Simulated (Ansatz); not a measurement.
What does this script print? It uses Ansatz 0.2.0 through its Python package.

`clfge2h4.yaml`
```yaml
crystal:
  periodic: [false, false, false]
  atoms:
    - { symbol: F, position_ang: [-1.5477, -0.5344, -1.7468] }
    - { symbol: Ge, position_ang: [-0.4531, 0.5452, -0.9277] }
    - { symbol: Cl, position_ang: [1.187, 0.9784, -2.2514] }
    - { symbol: Ge, position_ang: [0.4226, -0.5499, 1.0348] }
    - { symbol: H, position_ang: [-1.1443, 1.8658, -0.5427] }
    - { symbol: H, position_ang: [-0.8457, -0.8529, 1.9762] }
    - { symbol: H, position_ang: [1.0729, -1.8822, 0.6381] }
    - { symbol: H, position_ang: [1.4004, 0.373, 1.7636] }
basis:
  gaussian: { orbitals: def2-SVP }
hamiltonian:
  xc: { name: B97 }
output:
  forces: true
```

The script, `clfge2h4.py`:
```python
'''ClFGe2H4 through the session interface.'''

import logging
import sys

import ansatz as az
import numpy as np

logging.basicConfig(stream=sys.stdout, format='%(levelname)s %(message)s')
logger = logging.getLogger('clfge2h4')
logger.setLevel(logging.INFO)


def main() -> None:
    session = az.Session.from_deck('clfge2h4.yaml')
    report = session.plan(threads=1).execute().report

    logger.info(f'E = {report["free_energy_ev"]:.6f} eV = {report["free_energy_ev"] / 27.211386246:.7f} Ha')
    print('converged:', report['converged'], ' doubts:', report['published_state_doubts'] or 'none')
    symbols = ['F', 'Ge', 'Cl', 'Ge', 'H', 'H', 'H', 'H']
    state = report['mean_field']['state']
    logger.info(f'mean field: {state["energy"]["hartree"]:.7f} Ha, <S^2> = {abs(state["spin_squared"]):.4f}, stability: {state.get("stability", {}).get("kind")}')

    forces = np.array(report['forces_ev_ang'])
    print('largest force', round(float(np.linalg.norm(forces, axis=1).max()), 4), 'eV/A, rms', round(float(np.sqrt((forces ** 2).mean())), 4))
    charges = report['charge_distribution']
    print('dipole moment', round(4.803205 * float(np.linalg.norm(charges['dipole_moment_e_ang'])), 3), 'D')
    print('Mulliken:', [(s, round(q, 3)) for s, q in zip(symbols, charges['mulliken_charges_e'])])


if __name__ == '__main__':
    main()
```

Running `python clfge2h4.py` prints:
```text
INFO E = -128314.950129 eV = -4715.4874422 Ha
converged: True  doubts: none
INFO mean field: -4715.4874422 Ha, <S^2> = 0.0000, stability: minimum
largest force 1.2637 eV/A, rms 0.3766
dipole moment 2.205 D
Mulliken: [('F', -0.377), ('Ge', 0.71), ('Cl', -0.254), ('Ge', 0.135), ('H', -0.082), ('H', -0.05), ('H', -0.038), ('H', -0.045)]
```

Total energies depend on the basis set; only differences at equal settings carry meaning. The geometry is a force-field or estimated start, not a minimum of this method, and the basis set is short of its limit. Run time: 15 s on 1 thread of Arm Neoverse V1, with other jobs on the host, peak memory 0.38 GiB.
